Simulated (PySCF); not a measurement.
# HHfO2 (Hf(O)(OH)+): the cost of one run

Method: PBE0, Hf def2-SVP with ECP60, O def2-SVP, H def2-SVP; scalar-relativistic core potentials, no spin–orbit coupling; program: PySCF 2.14.0.

## (1) The starting structure

4 atoms, charge 1, spin multiplicity 1.

Bond lengths: Hf1–O2 1.613 Å, Hf1–O3 1.918 Å, O3–H4 0.966 Å. Angles: O2–Hf1–O3 131.8°, Hf1–O3–H4 158.8°.

Coordinates:

```xyz
4

Hf    0.0000    0.0000    0.0000
O     1.4725    0.0000    0.6590
O    -1.7510    0.0000    0.7836
H    -2.7106    0.0906    0.8427
```

Formal oxidation states: Hf +4.

## (2) SCF at the start, singlet

run.py (the lines that set the calculation) reads:

```python
mol = gto.M(atom='''
Hf     0.00000     0.00000     0.00000
O      1.47250     0.00000     0.65900
O     -1.75100     0.00000     0.78360
H     -2.71060     0.09060     0.84270''',
    basis={'Hf': 'def2-SVP', 'O': 'def2-SVP', 'H': 'def2-SVP'},
    ecp={'Hf': 'def2-SVP'},
    charge=1, spin=0)
mf = dft.RKS(mol, xc='PBE0')
mf.grids.atom_grid = (50, 194)
mf = mf.density_fit()  # fitting sets: Hf def2-universal-JKFIT, O def2-universal-JKFIT, H def2-universal-JKFIT
mf.conv_tol = 1e-08; mf.max_cycle = 55
mf.kernel(dm0)  # dm0: free metal ions and neutral atoms
```

Started as:

```
$ OMP_NUM_THREADS=2 python run.py
```

What time and memory should one allow on 2 threads of Arm Neoverse V1, shared host?

About 1.2 s, with a peak of 0.3 GiB.
